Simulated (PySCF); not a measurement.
**N⁺ (triplet) under other conditions**

Aim: change spin, charge, geometry, field or solvent of N⁺ (triplet), one at a time, and compare with the base run.

The runs use PySCF 2.14.0; method and basis as typed in the scripts.

2 further runs of the same task are left out: 2 that didn't finish.

## (1) The atom

N⁺ (triplet): 1 atom, charge 1, spin multiplicity 3.

## (2) The run that the others are compared with

Input file input.py:

```python
from pyscf import gto, dft

mol = gto.M(
    atom='N 0 0 0',
    basis='aug-cc-pvtz',
    charge=1,
    spin=2,
    verbose=4,
)
mf = dft.UKS(mol, xc='tpss')
mf.kernel()
mf.dip_moment()
print('orbital energies (hartree):', [e[max(0, n-3):n+3].round(4) for e, n in zip(mf.mo_energy, mol.nelec)])
```

Started as:

```bash
> OMP_NUM_THREADS=1 python input.py
```

Its log is not repeated here.

In short: E(SCF) = -54.072593 Eh, 7 cycles, ⟨S²⟩ = 2.003.

The triplet is typed in the script; nothing here shows that it is the ground state.

## (3) Charge +0 (doublet)

Variant 1 changes charge: 1 → 0; spin (2S): 2 → 1.

Input file input.py:

```python
from pyscf import gto, dft

mol = gto.M(
    atom='N 0 0 0',
    basis='aug-cc-pvtz',
    charge=0,
    spin=1,
    verbose=4,
)
mf = dft.UKS(mol, xc='tpss')
mf.kernel()
mf.dip_moment()
print('orbital energies (hartree):', [e[max(0, n-3):n+3].round(4) for e, n in zip(mf.mo_energy, mol.nelec)])
```

Started as:

```bash
> OMP_NUM_THREADS=1 python input.py
```

## (4) Singlet

Variant 2 changes spin (2S): 2 → 0.

input.py, as its differences from that of step 2:

```diff
@@ -6,3 +6,3 @@
     charge=1,
-    spin=2,
+    spin=0,
     verbose=4,
```

## (5) Charge +2 (doublet)

Variant 3 changes charge: 1 → 2; spin (2S): 2 → 1.

input.py, as its differences from that of step 2:

```diff
@@ -5,4 +5,4 @@
     basis='aug-cc-pvtz',
-    charge=1,
-    spin=2,
+    charge=2,
+    spin=1,
     verbose=4,
```

## (6) Charge +2 (quartet)

Variant 4 changes charge: 1 → 2; spin (2S): 2 → 3.

input.py, as its differences from that of step 2:

```diff
@@ -5,4 +5,4 @@
     basis='aug-cc-pvtz',
-    charge=1,
-    spin=2,
+    charge=2,
+    spin=3,
     verbose=4,
```

## (7) Electric field 0.005 a.u.

Variant 5 changes electric field: none → 0.005 a.u.

input.py, as its differences from that of step 2:

```diff
@@ -10,2 +10,7 @@
 mf = dft.UKS(mol, xc='tpss')
+field = 0.005  # electric field along z, atomic units
+h = mf.get_hcore() + field*mol.intor('int1e_r')[2]
+mf.get_hcore = lambda *args: h
+e_nuc = mol.energy_nuc() - field*mol.atom_charges() @ mol.atom_coords()[:, 2]
+mf.energy_nuc = lambda *args: e_nuc
 mf.kernel()
```

**Question.** What will these runs give? Wanted: for each run, E(SCF); from base; gap, α spin.

The runs gave:

```csv
run,E(SCF) (hartree),from base (eV),cycles,"gap, α spin (eV)"
base,-54.072593,0,7,1.33
charge +0 (doublet),-54.577013,-13.7260,8,3.08
singlet,-54.057852,+0.4011,7,2.00
charge +2 (doublet),-52.976332,+29.8308,6,2.21
charge +2 (quartet),-52.723118,+36.7211,6,1.33
electric field 0.005 a.u.,-54.072642,not comparable,7,1.33
```

At the SCF level, adding an electron (to the doublet) releases 13.73 eV at fixed geometry. The singlet solution found lies 0.40 eV above the base triplet at this geometry and level. At the SCF level, going to the doublet with one electron fewer costs 29.83 eV at fixed geometry. At the SCF level, going to the quartet with one electron fewer costs 36.72 eV at fixed geometry, which need not be the lowest ionisation.
